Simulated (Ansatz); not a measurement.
# H4O2Se2Ti: the cost of one run

The runs use Ansatz 0.2.0, Gaussian basis; the settings change from run to run.

## (1) The geometry

An earlier PBE0-D4 in a triple-zeta def2 set relaxation fixed the geometry.

SMILES `[OH][Ti]([OH])([SeH])[SeH]`, 9 atoms, charge 0, spin multiplicity 1.

Atoms are counted from 1 here; the program's logs count them from 0.

Bond lengths: O1–Ti2 1.769 Å, O1–H6 0.957 Å, Ti2–O3 1.766 Å, Ti2–Se4 2.438 Å, Ti2–Se5 2.433 Å, O3–H7 0.958 Å, Se4–H8 1.471 Å, Se5–H9 1.472 Å. Angles: Ti2–O1–H6 141.3°, O1–Ti2–O3 115.6°, O1–Ti2–Se4 108.2°, O1–Ti2–Se5 109.7°, O3–Ti2–Se4 109.6°, O3–Ti2–Se5 103.2°, Se4–Ti2–Se5 110.4°, Ti2–O3–H7 141.8°, Ti2–Se4–H8 89.5°, Ti2–Se5–H9 91.1°.

## (2) B2PLYP/cc-pVTZ

Options: a point charge of -1.00 e beside it, high accuracy.

Contents of in.yaml:

```yaml
crystal:
  periodic: [false, false, false]
  atoms:
    - {symbol: O, position_ang: [0.185852, 0.919285, -1.296419]}
    - {symbol: Ti, position_ang: [0.300879, -0.137622, 0.117553]}
    - {symbol: O, position_ang: [1.939018, -0.510998, 0.660742]}
    - {symbol: Se, position_ang: [-0.888056, -2.207289, -0.378479]}
    - {symbol: Se, position_ang: [-0.688202, 0.965694, 2.046972]}
    - {symbol: H, position_ang: [-0.025286, 1.820218, -1.540281]}
    - {symbol: H, position_ang: [2.857790, -0.336907, 0.454741]}
    - {symbol: H, position_ang: [-1.582777, -1.529704, -1.483543]}
    - {symbol: H, position_ang: [-2.010819, 0.971025, 1.401613]}
basis:
  gaussian: {orbitals: cc-pVTZ, point_charges: [{charge: -1.00, position_ang: [7.534, 0.102, 0.279]}]}
hamiltonian: {xc: {name: B2PLYP}}
accuracy: high
output: {forces: true}
```

Command:

```sh
$ ansatz run in.yaml --threads 4 --pin off --events-out ev --progress --plain --max-ram 11315MiB
```

**Question.** How long does this run take on 4 threads of Arm Neoverse V2, shared host, and how much memory does it need?

About 2.4 min, with a peak of 2.8 GiB.
